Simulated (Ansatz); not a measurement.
# A workflow on RbI (SMILES [Rb][I])

Aim: a series of 38 runs (HF/STO-3G, UHF/STO-3G, HF/3-21G, UHF/3-21G, PBE/def2-SVP, UPBE/def2-SVP, wB97M-V/def2-TZVPD, U-wB97M-V/def2-TZVPD, and more) of IRb. 

Program for the calculation: Ansatz 0.2.0.

## (1) The structure to begin with

RbI has 2 atoms, charge 0, and is taken as a singlet. As SMILES, `[Rb][I]`. Geometry: the measured bond length. The run starts from this shape.

Bond lengths: Rb1–I2 3.177 Å.

## (2) A structure relaxation at HF/STO-3G (run 1)

job.yaml reads:

```yaml
crystal:
  periodic: [false, false, false]
  atoms:
    - {symbol: Rb, position_ang: [0.000000, 0.000000, 0.000000]}
    - {symbol: I, position_ang: [0.000000, 0.000000, 3.176879]}
basis:
  gaussian:
    orbitals: STO-3G
hamiltonian:
  xc: hf
relax:
  f_tol: 0.002
output: {orbitals: {seedname: orbitals}}
```

The run is started by

```
$ ansatz run job.yaml --threads 1 --pin off --max-ram 3480MiB --events-out events.jsonl --progress --plain --runs-dir runs
```

The program printed, shortened:

```text
Warning: RAYON_NUM_THREADS=1 ignored (pool sized by the plan → 1); use --threads N
[...]
Functional definition: HF
  name "HF"
[...]
524 factors; integrals over basis functions are off by at most 1.8e-5 eV
[...]
mean field -265540.96565064 eV, -9758.4504975300 hartree, gradient 1.4e-5 eV, S^2 0.000000; 0 other end points of the search recorded, 0 dependent functions left out
[...]
reference -265540.96565064 eV, -9758.4504975300 hartree; 45, 45 occupied and 4, 4 virtual orbitals, 524 factors
relax step   1: F+E_penalty+E_count = -265540.96565064 eV  Δ(F+E_penalty+E_count) = +0.000e0 eV  max|allowed force component| = 1.350e-1 eV/Å  Δτ_max = 0.0000 Å  (23 SCF iters, accepted)
[...]
relax step   2: F+E_penalty+E_count = -265540.96689028 eV  Δ(F+E_penalty+E_count) = -1.240e-3 eV  max|allowed force component| = 1.067e-2 eV/Å  Δτ_max = 0.0099 Å  (19 SCF iters, accepted)
[...]
relax step   3: F+E_penalty+E_count = -265540.96689781 eV  Δ(F+E_penalty+E_count) = -7.524e-6 eV  max|allowed force component| = 2.560e-4 eV/Å  Δτ_max = 0.0007 Å  (18 SCF iters, accepted)
524 factors; integrals over basis functions are off by at most 1.9e-5 eV
[...]
mean field -265540.96689781 eV, -9758.4505433625 hartree, gradient 8.7e-6 eV, S^2 0.000000; 1 other end points of the search recorded, 0 dependent functions left out
[...]
reference -265540.96689781 eV, -9758.4505433625 hartree; 45, 45 occupied and 4, 4 virtual orbitals, 524 factors
Total energy: -265540.96689781 eV, -9758.4505433625 hartree
Atom 0 at    -0.000000     0.000000     0.009154 Å, force    -0.000000    -0.000000     0.000256 eV/Å
Atom 1 at     0.000000    -0.000000     3.167725 Å, force     0.000000     0.000000    -0.000256 eV/Å
Dipole moment:     0.000000    -0.000000    -2.587939 e Å
```

Wall time 3.6 s (1 thread of Arm Neoverse V1, shared host); peak memory 0.11 GiB.

Step by step:

```
step  energy from the first frame kept (eV)  largest force (eV/Å)
   1                                 0.0000                0.1350
   2                                -0.0012                0.0107
   3                                -0.0012                0.0003
```

After the run. Bond lengths: Rb1–I2 3.159 Å.

## (3) The harmonic vibrations at HF/STO-3G (run 2)

molecule.yaml reads:

```yaml
crystal:
  periodic: [false, false, false]
  atoms:
    - symbol: Rb
      position_ang: [-0.000000, 0.000000, 0.009154]
    - symbol: I
      position_ang: [0.000000, -0.000000, 3.167725]
basis:
  gaussian:
    orbitals: STO-3G
phonons:
  temperatures: {t_min: 298.15, t_max: 298.15, t_step: 1}
magnetization:
  spin_polarized: false
hamiltonian:
  xc: hf
```

The run is started by

```
$ ansatz run molecule.yaml --threads 1 --pin off --max-ram 3480MiB --events-out events.jsonl --progress --plain --runs-dir runs
```

The program printed:

```text
Warning: RAYON_NUM_THREADS=1 ignored (pool sized by the plan → 1); use --threads N
[... 75 lines left out ...]
Total energy: -265540.96689783 eV, -9758.4505433635 hartree
[... 2 lines left out ...]
Dipole moment:    -0.000000    -0.000000    -2.587939 e Å
Vibrations: 200.34 cm⁻¹, zero-point energy 0.012420 eV
```

Run time: 9.6 s. Hardware: 1 thread of Arm Neoverse V1, shared host; peak memory 0.11 GiB.

## (4) The doublet cation: the energy at UHF/STO-3G (run 3)

run.yaml reads:

```yaml
basis:
  gaussian:
    orbitals: STO-3G
crystal:
  periodic: [false, false, false]
  atoms:
    - symbol: Rb
      position_ang: [-0.000000, 0.000000, 0.009154]
    - symbol: I
      position_ang: [0.000000, -0.000000, 3.167725]
total_charge: 1
magnetization:
  spin_polarized: true
  initial_magnetization: 1
hamiltonian:
  xc: hf
```

The run is started by

```
$ ansatz run run.yaml --threads 1 --pin off --max-ram 3480MiB --events-out events.jsonl --progress --plain --runs-dir runs
```

The program printed:

```text
Warning: RAYON_NUM_THREADS=1 ignored (pool sized by the plan → 1); use --threads N
[... 2 set-up lines as earlier in the session ...]
  exchange = exact_x
  correlation = 0
485 factors; integrals over basis functions are off by at most 3.1e-5 eV
mean field evaluation 1: about -265537.5578 eV, gradient 4.6e0 eV
mean field evaluation 2: about -265537.5622 eV, gradient 4.6e0 eV
mean field evaluation 4: about -265537.7425 eV, gradient 1.5e-1 eV
mean field evaluation 8: about -265537.7428 eV, gradient 1.1e-5 eV
mean field evaluation 16: about -265537.7276 eV, gradient 3.8e-1 eV
mean field evaluation 32: about -265537.7346 eV, gradient 7.3e-1 eV
mean field -265537.74284678 eV, -9758.3320616727 hartree, gradient 8.7e-6 eV, S^2 0.750482; 2 other end points of the search recorded, 0 dependent functions left out
reference -265537.74284678 eV, -9758.3320616727 hartree; 45, 44 occupied and 4, 5 virtual orbitals, 485 factors
Total energy: -265537.74284678 eV, -9758.3320616727 hartree
```

Run time: 1.7 s. Hardware: 1 thread of Arm Neoverse V1, shared host; peak memory 0.12 GiB.

Runs 4 to 37 aren't shown in full; the table further down has their settings and results.

## (5) The doublet cation: a geometry optimisation at UPBE-D3(BJ)/def2-TZVP (core potential) (run 38)

molecule.yaml reads:

```yaml
crystal:
  periodic: [false, false, false]
  atoms:
    - {symbol: Rb, position_ang: [0.000000, -0.000000, -0.032108]}
    - {symbol: I, position_ang: [-0.000000, 0.000000, 3.208987]}
basis:
  gaussian:
    orbitals: def2-TZVP
total_charge: 1
magnetization:
  spin_polarized: true
  initial_magnetization: 1
hamiltonian:
  xc: {name: PBE}
  dispersion: d3bj
relax: {}
```

The run is started by

```
$ ansatz run molecule.yaml --threads 1 --pin off --max-ram 3480MiB --events-out events.jsonl --progress --plain --runs-dir runs
```

The program printed:

```text
Warning: RAYON_NUM_THREADS=1 ignored (pool sized by the plan → 1); use --threads N
The last accepted step is kept in runs//last_step.txt (removed where the run ends without a failure and the disk answers)
[... 6 lines left out ...]
691 factors; their error is unknown
[... 12 lines left out ...]
691 factors; their error is unknown
[... 5 lines left out ...]
691 factors; their error is unknown
[... 5 lines left out ...]
691 factors; their error is unknown
[... 5 lines left out ...]
691 factors; their error is unknown
[... 6 lines left out ...]
691 factors; their error is unknown
[... 4 lines left out ...]
691 factors; their error is unknown
[... 5 lines left out ...]
Total energy: -8751.18117959 eV, -321.5999765861 hartree
[... 2 lines left out ...]
Dipole moment:    -0.000000    -0.000000    -1.852143 e Å
```

It took 43 s on 1 thread of Arm Neoverse V1, shared host; peak memory 0.18 GiB.

Step by step:

```
step  energy from the first frame kept (eV)  largest force (eV/Å)
   1                                 0.0000                0.9321
   2                                -0.0982                0.5358
   3                                -0.1638                0.2075
   4                                -0.1790                0.0594
   5                                -0.1834                0.0404
   6                                -0.1847                0.0049
```

After the run. Bond lengths: Rb1–I2 3.788 Å.

## (6) The series

```
run                                   level         task  walk f tol  partner   energy (Eh)  dipole moment (D)  wall time
  1                               HF/STO-3G     optimise       0.002     base  -9758.450543              12.43      3.6 s
  2                               HF/STO-3G  frequencies           –     base  -9758.450543              12.43      9.6 s
  3                              UHF/STO-3G       energy           –   cation  -9758.332062                  –      1.7 s
  4                              UHF/STO-3G     optimise           –   cation  -9758.339419                  –       10 s
  5                                HF/3-21G     optimise       0.002     base  -9812.642389              14.74      8.7 s
  6                                HF/3-21G  frequencies           –     base  -9812.642389              14.74       16 s
  7                               UHF/3-21G       energy           –   cation  -9812.415248                  –      3.9 s
  8                               UHF/3-21G     optimise           –   cation  -9812.422946                  –       19 s
  9           PBE/def2-SVP (core potential)     optimise       0.002     base   -321.860030              11.27      7.2 s
 10           PBE/def2-SVP (core potential)  frequencies           –     base   -321.860030              11.27       12 s
 11          UPBE/def2-SVP (core potential)       energy           –   cation   -321.582034                  –      6.6 s
 12          UPBE/def2-SVP (core potential)     optimise           –   cation   -321.589404                  –       25 s
 13     wB97M-V/def2-TZVPD (core potential)     optimise       0.002     base   -321.814064              11.99       78 s
 14     wB97M-V/def2-TZVPD (core potential)  frequencies           –     base   -321.814064              11.99      2 min
 15   U-wB97M-V/def2-TZVPD (core potential)       energy           –   cation   -321.539932                  –       48 s
 16   U-wB97M-V/def2-TZVPD (core potential)     optimise           –   cation   -321.546609                  –    4.6 min
 17       r2SCAN/def2-TZVP (core potential)     optimise       0.002     base   -322.018806              12.01       18 s
 18       r2SCAN/def2-TZVP (core potential)  frequencies           –     base   -322.018806              12.01       31 s
 19     U-r2SCAN/def2-TZVP (core potential)       energy           –   cation   -321.741803                  –       34 s
 20     U-r2SCAN/def2-TZVP (core potential)     optimise           –   cation   -321.748639                  –      100 s
 21      wB97X-V/def2-TZVP (core potential)     optimise       0.002     base   -321.869524              12.15       52 s
 22      wB97X-V/def2-TZVP (core potential)  frequencies           –     base   -321.869524              12.15       87 s
 23    U-wB97X-V/def2-TZVP (core potential)       energy           –   cation   -321.593467                  –       35 s
 24    U-wB97X-V/def2-TZVP (core potential)     optimise           –   cation   -321.600181                  –    3.5 min
 25      CCSD(T)/def2-TZVP (core potential)     optimise       0.002     base   -321.112340              12.26    6.7 min
 26      CCSD(T)/def2-TZVP (core potential)  frequencies           –     base   -321.112340              12.26     17 min
 27     B3LYP-D4/def2-TZVP (core potential)     optimise       0.002     base   -321.998436              11.78       15 s
 28     B3LYP-D4/def2-TZVP (core potential)  frequencies           –     base   -321.998436              11.78       23 s
 29    UB3LYP-D4/def2-TZVP (core potential)       energy           –   cation   -321.719961                  –       10 s
 30    UB3LYP-D4/def2-TZVP (core potential)     optimise           –   cation   -321.727492                  –       83 s
 31        SVWN5/def2-TZVP (core potential)     optimise       0.002     base   -321.382815              11.02      5.4 s
 32        SVWN5/def2-TZVP (core potential)  frequencies           –     base   -321.382815              11.02       12 s
 33       USVWN5/def2-TZVP (core potential)       energy           –   cation   -321.092038                  –        6 s
 34       USVWN5/def2-TZVP (core potential)     optimise           –   cation   -321.098067                  –       20 s
 35   PBE-D3(BJ)/def2-TZVP (core potential)     optimise       0.002     base   -321.870915              11.34       10 s
 36   PBE-D3(BJ)/def2-TZVP (core potential)  frequencies           –     base   -321.870915              11.34       17 s
 37  UPBE-D3(BJ)/def2-TZVP (core potential)       energy           –   cation   -321.593190                  –       12 s
 38  UPBE-D3(BJ)/def2-TZVP (core potential)     optimise           –   cation   -321.599977                  –       43 s
```

## (7) Results

| quantity | value |
| --- | --- |
| doublet cation, run 38: total energy at the end | -321.59998 Eh |
| doublet cation, run 38: bond length | 3.788 Å |
| doublet cation, run 38: dispersion energy | -2.50 kJ/mol |
| doublet cation, run 38: ⟨S²⟩ | 0.752 |
| vertical ionisation energy (to the doublet cation), HF/3-21G | 6.181 eV |
| vertical ionisation energy (to the doublet cation), PBE/def2-SVP | 7.565 eV |
| vertical ionisation energy (to the doublet cation), r2SCAN/def2-TZVP | 7.538 eV |
| vertical ionisation energy (to the doublet cation), wB97X-V/def2-TZVP | 7.512 eV |
| vertical ionisation energy (to the doublet cation), B3LYP-D4/def2-TZVP | 7.578 eV |
| adiabatic ionisation energy (to the doublet cation, no zero-point term), HF/3-21G | 5.971 eV |
| adiabatic ionisation energy (to the doublet cation, no zero-point term), r2SCAN/def2-TZVP | 7.352 eV |
| adiabatic ionisation energy (to the doublet cation, no zero-point term), wB97X-V/def2-TZVP | 7.329 eV |

What this shows: At HF/3-21G: removing an electron at fixed nuclei costs 6.18 eV (143 kcal/mol). At PBE/def2-SVP: the vertical ionisation energy comes to 7.56 eV (174 kcal/mol). At r2SCAN/def2-TZVP: the vertical ionisation energy comes to 7.54 eV (727 kJ/mol). At wB97X-V/def2-TZVP: the vertical ionisation energy comes to 7.51 eV (173 kcal/mol). At B3LYP-D4/def2-TZVP: the vertical ionisation energy comes to 7.58 eV (731 kJ/mol). At HF/3-21G: the adiabatic ionisation energy (to the doublet cation, no zero-point term) is 5.97 eV (576 kJ/mol). Totals of different functionals can't be ranked against each other. Some runs of one species differ in core potentials or relativity; totals across that change don't compare. In runs 1, 2, 3, 4 the basis is minimal, so the values are rough. In runs 1, 2, 3, 4, 5, 6, 7, 8 relativity is left out where basis or elements ask for it. All runs together took 49 min, the longest 17 min.
